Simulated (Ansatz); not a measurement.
Predict the output of the script below (the Python package of Ansatz (0.2.0)).

Script `restart_li2ca.py`:
```python
import ansatz as az
import numpy as np

XC = 'pbesol'
VDW = 'd4'
FILLING = 'Fermi-Dirac'
SCF_TOL = 1e-07
MAX_SCF = 150

vectors = np.array([
    [0.0, 4.428, 4.428],
    [4.428, 0.0, 4.428],
    [4.428, 4.428, 0.0],
])
xtal = (
    az.Lattice.of(vectors)
    .atom('Li', (0.625, 0.625, 0.625))
    .atom('Li', (0.125, 0.625, 0.625))
    .atom('Li', (0.625, 0.625, 0.125))
    .atom('Li', (0.625, 0.125, 0.625))
    .atom('Ca', (0.0, 0.0, 0.0))
    .atom('Ca', (0.25, 0.25, 0.25))
)

calc = xtal.calculation()
calc = calc.functional(XC, dispersion=VDW).occupations(FILLING)
calc = calc.scf(tolerance=SCF_TOL, max_iterations=MAX_SCF)
coarse = calc.kpoints(*(2, 2, 2)).checkpoint(write='state').run(threads=1).report
warm = calc.kpoints(*(5, 5, 5)).checkpoint(read='state').run(threads=1).report
cold = calc.kpoints(*(5, 5, 5)).run(threads=1).report
for label, rep in (('coarse', coarse), ('fine, from the saved density', warm), ('fine, fresh start', cold)):
    print(f'{label:30s} F = {rep["free_energy_ev"]:.5f} eV  iterations {rep["n_iterations"]}')
```

```console
$ python restart_li2ca.py
DeckWarning: basis.ecutwfc = 420 eV, auto-derived from the records' recommended cutoffs: set by Li (normal level)
RunWarning: dispersion: an atom stands within reach of a switch of its C6 between two reference coordination numbers of its element: through that C6 alone, e_disp changes by 0.025 eV or more while the distances to its neighbours run over a stretch of 0.05 Å that contains this geometry (sites counted from 0 in the run's list of atoms or, in a supercell that it derives, in that cell's: here a list of 6) — site 4 (Ca): coordination number 8.598 (about 7.76 to 9.43 with every neighbour 0.05 Å [...]
coarse                         F = -4399.17438 eV  iterations 6
fine, from the saved density   F = -4399.70965 eV  iterations 6
fine, fresh start              F = -4399.70965 eV  iterations 6
```
(Warnings from the package without file and line, shortened, repeats left out.)

The settings weren't tested for convergence. Dispersion corrections can be off by several per cent in the lattices of metals, and by several GPa in the pressure at a fixed cell. The mesh is modest for a metal, so energies can be off by several to tens of meV an atom and pressures by half a GPa or more; differences at equal mesh fare better. The starting cell is as deposited in a crystallographic database; the results hold for this polymorph, which needn't be the stable one. Finished in 4.7 s on 1 thread of Arm Neoverse V2, on a shared host, peak memory 0.45 GiB.

(Lines on the test bed's own set-up are left out of the output.)
